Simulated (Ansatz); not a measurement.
# C₃H₆AlBO: one species, many methods

Aim: compute C₃H₆AlBO with functionals from several rungs and with coupled cluster, and see how far each lands from CCSD(T) at the basis-set limit for the atomisation energy.

Computed with Ansatz 0.2.0, Gaussian basis. Level: functionals in def2-TZVPP, the program's frozen cores in correlated methods.

The runs, in order: LDA (SPW92), PBE-D4, revPBE-D4, BLYP-D4, r2SCAN-D4, B97M-V, PBE0-D4, B3LYP-D4, r2SCANh-D4, r2SCAN0-D4, HSE06-D4, BHLYP-D4, CAM-B3LYP-D4, LC-ωPBE, ωB97X-V, ωB97M-V, B2PLYP, PBE-QIDH; CCSD(T)/def2-SVP; CCSD(T)/def2-TZVPP; MP2/def2-QZVPP; extrapolation to the limit; RPA on PBE.

## 1. The relaxed structure

All runs share one geometry, relaxed beforehand with PBE0-D4 in a triple-zeta def2 set.

12 atoms, charge 0, spin multiplicity 1.

Atoms are counted from 1 here; the program's logs count them from 0.

Bond lengths: O1–C2 1.297 Å, O1–Al6 1.804 Å, C2–B3 1.498 Å, C2–C5 1.425 Å, C2–Al6 2.226 Å, B3–C4 1.587 Å, B3–H7 1.191 Å, C4–C5 1.500 Å, C4–H8 1.088 Å, C4–H9 1.085 Å, C5–H10 1.091 Å, Al6–H11 1.574 Å, Al6–H12 1.577 Å. Angles: C2–O1–Al6 90.2°, O1–C2–B3 153.2°, O1–C2–C5 128.2°, O1–C2–Al6 54.2°, B3–C2–C5 75.8°, B3–C2–Al6 152.6°, C5–C2–Al6 79.7°, C2–B3–C4 94.7°, C2–B3–H7 127.2°, C4–B3–H7 129.5°, B3–C4–C5 71.1°, B3–C4–H8 117.5°, B3–C4–H9 118.8°, C5–C4–H8 116.3°, C5–C4–H9 115.0° and more.

## 2. LDA

This LDA is Slater exchange with PW92 correlation.

The input, in.yaml:

```yaml
crystal:
  periodic: [false, false, false]
  atoms:
    - {symbol: O, position_ang: [-0.568798, 0.840383, 1.726123]}
    - {symbol: C, position_ang: [-0.305791, -0.127857, 0.904781]}
    - {symbol: B, position_ang: [-0.302938, -1.567958, 0.492532]}
    - {symbol: C, position_ang: [0.539532, -1.323273, -0.830419]}
    - {symbol: C, position_ang: [-0.245349, -0.083721, -0.518518]}
    - {symbol: Al, position_ang: [0.194142, 2.018712, 0.592459]}
    - {symbol: H, position_ang: [-1.141132, -2.383230, 0.716763]}
    - {symbol: H, position_ang: [0.243463, -1.870368, -1.723021]}
    - {symbol: H, position_ang: [1.616465, -1.215384, -0.751453]}
    - {symbol: H, position_ang: [-0.916479, 0.446008, -1.195761]}
    - {symbol: H, position_ang: [1.744252, 2.211542, 0.786292]}
    - {symbol: H, position_ang: [-0.780166, 2.999946, -0.165978]}
basis:
  gaussian: {orbitals: def2-TZVPP}
hamiltonian: {xc: lda}
output: {orbitals: {seedname: orbitals}}
```

On the command line:

```
$ ansatz run in.yaml --threads 4 --pin off --events-out ev --progress --plain --max-ram 10444MiB
```

The runs that follow: PBE-D4 (GGA); revPBE-D4 (GGA); BLYP-D4 (GGA); r2SCAN-D4 (meta-GGA); B97M-V (meta-GGA); B3LYP-D4 (hybrid); r2SCANh-D4 (hybrid); r2SCAN0-D4 (hybrid); HSE06-D4 (hybrid); BHLYP-D4 (hybrid); CAM-B3LYP-D4 (range-separated); LC-ωPBE (range-separated); ωB97X-V (range-separated); ωB97M-V (range-separated); B2PLYP (double hybrid); PBE-QIDH (double hybrid); CCSD(T) in def2-SVP; CCSD(T) in def2-TZVPP; MP2 in def2-QZVPP; RPA on PBE orbitals.

Before running them: what should the planned runs give, taken together? Wanted: atomisation energy, CCSD(T)/CBS; farthest beyond LDA; mean size of error, GGA; mean size of error, meta-GGA; mean size of error, hybrid; mean size of error, range-separated; mean size of error, double hybrid; gap, smallest and largest; T1 diagnostic.

The runs gave:

| quantity | value |
| --- | --- |
| atomisation energy, CCSD(T)/CBS | 4702.3 kJ/mol |
| functionals within 23.5 kJ/mol (0.5 %) | BLYP-D4, B3LYP-D4, r2SCAN0-D4, PBE-QIDH |
| farthest beyond LDA | PBE-D4 (+152.0 kJ/mol) |
| mean size of error, GGA | 59.6 kJ/mol |
| mean size of error, meta-GGA | 67.3 kJ/mol |
| mean size of error, hybrid | 52.7 kJ/mol |
| mean size of error, range-separated | 34.1 kJ/mol |
| mean size of error, double hybrid | 27.6 kJ/mol |
| gap, smallest and largest | 3.89 eV (LDA (SPW92)), 10.79 eV (LC-ωPBE) |
| T1 diagnostic | 0.0142 |
| triples share of the correlation energy | 4.5 % |

What this shows: LDA overbinds by 746.5 kJ/mol (16 %). PBE-D4 misses by +152.0 kJ/mol. Double hybrids carry the basis error of their MP2 part in triple zeta, and no dispersion term here, so their miss is partly the set-up's. By mean error the best rung here is double hybrid (27.6 kJ/mol) and the worst beyond LDA is meta-GGA (67.3 kJ/mol). GGA functionals lie within the reference's doubt of that worst mean (59.6 kJ/mol), so those two tie. The gap between the best rungs is small, so their order is not settled. Misses under about 23.5 kJ/mol are within the doubt on the reference itself, which lacks core-valence correlation, relativity and higher excitations. Hartree-Fock recovers 73 % of the binding; the rest is correlation. CCSD(T) in def2-SVP is off by -201.2 kJ/mol, so the small basis spoils what the method gains. The gap grows from 3.9 to 10.8 eV across the functionals, mostly with the share of exact exchange.
